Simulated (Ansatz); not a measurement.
# Cl₂H₄OSi₂: a ladder of functionals and wavefunction methods

An exercise on one series of results from a longer session: the logs are not shown, and one member is left open.

The runs use Ansatz 0.2.0, Gaussian basis; functionals in def2-TZVPP, the program's frozen cores in correlated methods.

Levels to be run: PBE-D4, r2SCAN-D4, PBE0-D4, B3LYP-D4, ωB97X-V, ωB97M-V, B2PLYP; CCSD(T)/def2-TZVPP; MP2/def2-QZVPP; extrapolation to the limit.

## The geometry

An earlier PBE0-D4 in a triple-zeta def2 set relaxation fixed the geometry.

SMILES `Cl[SiH2]O[SiH2]Cl`, 9 atoms, charge 0, spin multiplicity 1.

Atoms are counted from 1 here; the program's logs count them from 0.

Bond lengths: Cl1–Si2 2.049 Å, Si2–O3 1.629 Å, Si2–H6 1.475 Å, Si2–H7 1.477 Å, O3–Si4 1.629 Å, Si4–Cl5 2.049 Å, Si4–H8 1.475 Å, Si4–H9 1.477 Å. Angles: Cl1–Si2–O3 109.9°, Cl1–Si2–H6 108.3°, Cl1–Si2–H7 107.7°, O3–Si2–H6 108.0°, O3–Si2–H7 110.3°, H6–Si2–H7 112.7°, Si2–O3–Si4 144.1°, O3–Si4–Cl5 109.9°, O3–Si4–H8 108.0°, O3–Si4–H9 110.3°, Cl5–Si4–H8 108.3°, Cl5–Si4–H9 107.7°, H8–Si4–H9 112.7°.

Set-up of the first run:

in.yaml

```yaml
crystal:
  periodic: [false, false, false]
  atoms:
    - {symbol: Cl, position_ang: [-1.004228, 0.084437, 2.440831]}
    - {symbol: Si, position_ang: [-1.222106, 0.828030, 0.544016]}
    - {symbol: O, position_ang: [-0.390949, -0.093585, -0.510514]}
    - {symbol: Si, position_ang: [1.023427, -0.860634, -0.762946]}
    - {symbol: Cl, position_ang: [2.581209, 0.356580, -0.224687]}
    - {symbol: H, position_ang: [-2.650653, 0.759958, 0.181656]}
    - {symbol: H, position_ang: [-0.698880, 2.208780, 0.541194]}
    - {symbol: H, position_ang: [1.136145, -1.145279, -2.206310]}
    - {symbol: H, position_ang: [1.099935, -2.080487, 0.065662]}
basis:
  gaussian: {orbitals: def2-TZVPP}
hamiltonian: {xc: pbe, dispersion: d4}
output: {forces: true, orbitals: {seedname: orbitals}}
```

Steps of the session up to this table: PBE-D4 (GGA); r2SCAN-D4 (meta-GGA); PBE0-D4 (hybrid); B3LYP-D4 (hybrid); ωB97X-V (range-separated); ωB97M-V (range-separated); B2PLYP (double hybrid); CCSD(T) in def2-TZVPP; MP2 in def2-QZVPP.

One table of the session follows, with a row left open; its other results are not shown here.

```
            method  atomisation energy (eV)
            PBE-D4                   31.675
         r2SCAN-D4                   31.938
           PBE0-D4                   31.426
          B3LYP-D4                   31.569
           ωB97X-V                   32.096
           ωB97M-V                   32.020
            B2PLYP                   31.340
     HF/def2-TZVPP                        ?
    MP2/def2-TZVPP                   31.690
   CCSD/def2-TZVPP                   30.572
CCSD(T)/def2-TZVPP                   30.995
           MP2/CBS                   32.731
       CCSD(T)/CBS                   32.036
```

**Question.** Estimate the row for HF/def2-TZVPP.

**Answer.** atomisation energy (eV): 24.127. In the column «atomisation energy (eV)» it is the lowest.

Caveats from the session: Free atoms (2 Cl, 2 Si, 1 O, 4 H) were run apart at each level; the atomisation energy is their sum less the molecule, without zero-point or spin-orbit terms.
